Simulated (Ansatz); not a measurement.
# Ta2O5: the cost of one run

Method: DFT PBEsol, scalar-relativistic, plane waves, PAW, in Ansatz 0.2.0.

2 further runs of the same task are left out: 2 set aside as unsound or not needed.

**1. The system as given**

It takes space group Pmmm (No. 47, orthorhombic). Conventional cell: a = 3.670 Å, b = 3.859 Å, c = 6.433 Å, α = 90.00°, β = 90.00°, γ = 90.00°. Ta (site symmetry mmm) has 6 O at 1.93 to 2.17 Å as nearest neighbours. Ta (site symmetry mmm) has 6 O at 1.84 to 2.06 Å as nearest neighbours. O (site symmetry mm2) is surrounded by 3 Ta at 2.06 to 2.17 Å. Around O (site symmetry mmm) lie 2 Ta at 1.93 Å. O (site symmetry mmm) has 2 Ta at 1.84 Å as nearest neighbours.

Coordinates:

```
CELL_PARAMETERS angstrom
3.67003 0.00000 0.00000
0.00000 3.85903 0.00000
0.00000 0.00000 6.43324
ATOMIC_POSITIONS crystal
Ta 0.50000 0.00000 0.50000
Ta 0.00000 0.00000 0.00000
O 0.00000 0.00000 0.32074
O 0.00000 0.00000 0.67926
O 0.50000 0.50000 0.50000
O 0.50000 0.00000 0.00000
O 0.00000 0.50000 0.00000
```

It is the result of an earlier relaxation at this level (volume 13.02 Å³/atom; gap on the mesh: 0.32 eV).

**2. Volume × 0.97**

input.yaml

```yaml
crystal:
  lattice:
    - [3.632951824, 0.0, 0.0]
    - [0.0, 3.8200465715, 0.0]
    - [0.0, 0.0, 6.368252273]
  atoms:
    - { symbol: Ta, position: [0.5, 0.0, 0.5] }
    - { symbol: Ta, position: [0.0, 0.0, 0.0] }
    - { symbol: O, position: [0.0, 0.0, 0.3207405702] }
    - { symbol: O, position: [0.0, 0.0, 0.6792594298] }
    - { symbol: O, position: [0.5, 0.5, 0.5] }
    - { symbol: O, position: [0.5, 0.0, 0.0] }
    - { symbol: O, position: [0.0, 0.5, 0.0] }
basis:
  ecutwfc: 420
kpoints:
  mp_grid: { grid: [10, 10, 6] }
hamiltonian:
  xc: pbesol
scf:
  occupations: { method: gaussian, width: 0.02 }
output:
  forces: true
  stress: true
  eigenvalues: true
relax:
  adjacent_minimum: "off"
  f_tol: 0.01
  max_steps: 30
  cell: { stress_tol: 0.1, fix: [volume] }
```

Launch:

```sh
$ ansatz run input.yaml --threads 2 --pin off --max-ram 5120MiB --backend cpu --events-out ev --progress --plain --runs-dir out
```

What time and memory should one allow on 2 threads of Intel Xeon Platinum 8259CL at 2.50GHz (Skylake/Cascade Lake), shared host?

About 55 s, with a peak of 0.68 GiB.
